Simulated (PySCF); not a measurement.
# SnH2Me(NHMe): geometry, NMR shifts and electronic excitations

Aim: predict the NMR shifts and electronic excitations of SnH2Me(NHMe) (`[H][Sn]([H])([CH3])[NH]C`).

The runs use PySCF 2.14.0, with density-fitted response routines of our own; the level of theory stands in each step. All values are computed, except where a source is named. Atoms are numbered from 0 throughout.

## 1. The starting structure

13 atoms, charge 0, multiplicity 1; geometry from: GFN2-xTB.

Bonds of the start (Å): Sn0–H1 1.67, Sn0–H2 1.71, Sn0–C3 2.15, Sn0–N7 2.03, C3–H4 1.08, C3–H5 1.08, C3–H6 1.08, N7–C8 1.45, N7–H9 1.01, C8–H10 1.09, C8–H11 1.09, C8–H12 1.09.

## 2. Relaxing the molecule at PBE0-D3(BJ)/def2-SVP

Job settings and geometry (Å):

```
{"job": {"xc": "PBE0", "basis": "def2-SVP", "d3": "d3bj", "grid": 1, "maxiter": 40, "kind": "geom"}, "charge": 0, "multiplicity": 1}
Sn     0.644770     0.647670     0.349220
H      0.758390     0.536030     2.015760
H      2.255730     0.597480    -0.208270
C     -0.441740     2.378140    -0.330620
H     -0.003760     3.283220     0.071160
H     -1.470830     2.308910     0.002150
H     -0.426680     2.438080    -1.412810
N     -0.492550    -0.954880    -0.140360
C     -0.062250    -2.312530     0.119280
H     -0.879580    -0.902240    -1.073460
H      0.721120    -2.664550    -0.558990
H      0.317460    -2.374610     1.135920
H     -0.920070    -2.980730     0.031030
```

**Question.** This job is followed by: GIAO PBE0/pcSseg-1 Sn:def2-TZVP NMR shielding, non-relativistic, gas phase; TDDFT wB97X-D/def2-SVPD, vertical, gas phase, core orbitals frozen in the response; GIAO KT2/pcSseg-1 Sn:def2-TZVP NMR shielding, non-relativistic, gas phase. What will the session give for the following? point group; rotational constants (main isotopes); ¹³C shifts against TMS (PBE0/def2-TZVP+pcSseg-1); ¹H shifts against TMS (PBE0/def2-TZVP+pcSseg-1, means over atoms taken as alike); ¹⁵N shifts against NH3 (PBE0/def2-TZVP+pcSseg-1); lowest singlet (wB97X-D/def2-SVPD); brightest single state of those computed; lowest triplet; vertical ionisation energy (ΔSCF); range of the shift of N7.

As calculated:

| quantity | value |
| --- | --- |
| point group | C1 |
| rotational constants (main isotopes) | 9.00, 2.24, 1.90 GHz |
| ¹³C shifts against TMS (PBE0/def2-TZVP+pcSseg-1) | 36.7, -9.0 ppm |
| ¹H shifts against TMS (PBE0/def2-TZVP+pcSseg-1, means over atoms taken as alike) | 5.16, 2.81, 0.24, -0.89 ppm |
| ¹⁵N shifts against NH3 (PBE0/def2-TZVP+pcSseg-1) | 10.7 ppm |
| lowest singlet (wB97X-D/def2-SVPD) | 5.52 eV (224 nm), f = 0.024 |
| brightest single state of those computed | state 9, 7.93 eV, f = 0.104 |
| lowest triplet | 5.09 eV |
| vertical ionisation energy (ΔSCF) | 8.36 eV |
| range of the shift of N7 | 10.7 to 21.3 ppm |

What this shows: The optimisation took 5 steps and gained 0.080 eV; among the close pairs (by a distance rule), Sn0–H1 changed most, from 1.674 to 1.717 Å. At PBE0/def2-TZVP+pcSseg-1: Shielding is most anisotropic at N7 (span 79 ppm, paramagnetic term -66 ppm). The first singlet state (HOMO→LUMO+1 0.52, HOMO→LUMO+2 0.27) lies at 5.52 eV and is weak; of the 10 states computed, the strongest absorption comes from state 9 at 7.93 eV. The lowest triplet lies 0.44 eV below the lowest singlet (triplets in Tamm-Dancoff, singlets in full TDDFT). Spin-orbit coupling, left out, mixes singlets and triplets in elements this heavy. At wB97X-D/def2-SVPD, the highest states lie near or above the ionisation energy, where they hang on the basis. ΔSCF puts the ionisation energy at 8.36 eV, 0.18 eV above −ε(HOMO). In ppm, N7 moves most: its shift spreads over 10.6 ppm, from 10.7 (PBE0/def2-TZVP+pcSseg-1) to 21.3 (KT2/def2-TZVP+pcSseg-1). Spin-orbit coupling is left out, which matters for shieldings and couplings at and beside the heavy atoms.
